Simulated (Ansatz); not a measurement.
# Mg2Ge2N: the cost of one run

Program: Ansatz 0.2.0. Level of theory: DFT PBE, scalar-relativistic, plane waves, PAW. These are calculated values, not measurements.

3 further runs of the same task are left out: 2 that didn't finish, 1 set aside as unsound or not needed.

**1. Starting point**

Symmetry: P-3m1, No. 164, trigonal system. The conventional cell has a = 3.156 Å, b = 3.156 Å, c = 8.474 Å, α = 90.00°, β = 90.00°, γ = 120.00°. Mg (site symmetry 3m) has 3 N at 2.15 Å and 3 Ge at 2.39 Å as nearest neighbours. Ge (site symmetry 3m) is surrounded by 3 Mg at 2.39 Å. Around N (site symmetry -3m) lie 6 Mg at 2.15 Å.

Coordinates:

```xyz
5
Lattice="3.1564 0.0000 0.0000 -1.5782 2.7335 0.0000 0.0000 0.0000 8.4736" Properties=species:S:1:pos:R:3 pbc="T T T"
Mg    1.5782    0.9112    7.3366
Mg    0.0000    1.8223    1.1369
Ge    0.0000    1.8223    5.7969
Ge    1.5782    0.9112    2.6766
N     0.0000    0.0000    0.0000
```

A structure generator made this guess: species swapped into a database cell of Ta2CS2 (P-3m1, No. 164), with Mg on the Ta sites, N on the C sites and Ge on the S sites. Lengths come from tabulated atomic sizes and are only a guess.

**2. Probe: one point on a coarse mesh**

The input, input.yaml:

```yaml
crystal:
  lattice:
    - [3.15635385, 0.0, 0.0]
    - [-1.57817692, 2.73348262, 0.0]
    - [0.0, 0.0, 8.47359184]
  atoms:
    - { symbol: Mg, position: [0.66666667, 0.33333333, 0.86582506] }
    - { symbol: Mg, position: [0.33333333, 0.66666667, 0.13417494] }
    - { symbol: Ge, position: [0.33333333, 0.66666667, 0.68411934] }
    - { symbol: Ge, position: [0.66666667, 0.33333333, 0.31588066] }
    - { symbol: "N", position: [0.0, 0.0, 0.0] }
basis:
  ecutwfc: 420
kpoints:
  mp_grid: { grid: [6, 6, 2] }
hamiltonian:
  xc: pbe
scf:
  occupations: { method: gaussian, width: 0.1 }
  lower_state_search: "off"
output:
  forces: true
  stress: true
  eigenvalues: true
```

On the command line:

```
ansatz run input.yaml --threads 1 --pin off --max-ram 2560MiB --backend cpu --events-out ev --progress --plain --runs-dir out
```

**Question.** How long does this run take on 1 thread of Intel Xeon at 2.70GHz, shared host, and how much memory does it need?

About 3.7 s, with a peak of 0.36 GiB.
